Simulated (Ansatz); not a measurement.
# GePSi: the cost of one run

Method: cc-pVTZ, core rule «outside noble gas», up to 24 orbitals frozen; program: Ansatz 0.2.0, Gaussian basis.

To be run: UHF; CCSD(T) on ROHF; CCSD(T) on UHF; BCCD(T) on ROHF; CCSDT(Q) on ROHF; CCSDT(Q) on UHF; CASSCF and NEVPT2, 12 electrons in 12 orbitals.

4 further runs of the same task are left out: 4 set aside as unsound or not needed.

**1. The geometry**

The geometry is a PBE0/def2-TZVP stationary point (not a proven minimum) of the parent state, kept for this charge and spin. No spin-orbit coupling is included. The filled d shell of Ge may be among the frozen orbitals whatever the setting's name suggests; the logs give the count.

3 atoms, charge 1, spin multiplicity 3.

Atoms are counted from 1 here; the program's logs count them from 0.

Bond lengths: Ge1–P2 2.192 Å, P2–Si3 2.082 Å. Angles: Ge1–P2–Si3 117.3°.

Geometry (Å):

```
Ge    0.0000    0.1638    1.2399
P     0.0000   -0.7938   -0.7317
Si    0.0000    0.4519   -2.3999
```

**2. UHF**

in.yaml

```yaml
crystal:
  periodic: [false, false, false]
  atoms:
    - {symbol: Ge, position_ang: [0.000000, 0.163769, 1.239903]}
    - {symbol: P, position_ang: [0.000000, -0.793827, -0.731696]}
    - {symbol: Si, position_ang: [0.000000, 0.451892, -2.399927]}
basis:
  gaussian: {orbitals: cc-pVTZ}
total_charge: 1
magnetization: {spin_polarized: true, initial_magnetization: 2}
hamiltonian: {xc: hf}
output: {orbitals: {seedname: orbitals}}
```

On the command line:

```sh
$ ansatz run in.yaml --threads 1 --pin off --events-out ev --progress --plain --max-ram 3968MiB --backend cpu
```

Q: Estimate wall time and peak memory on 1 thread of AMD EPYC 7R13, shared host.

About 29 s, with a peak of 0.28 GiB.
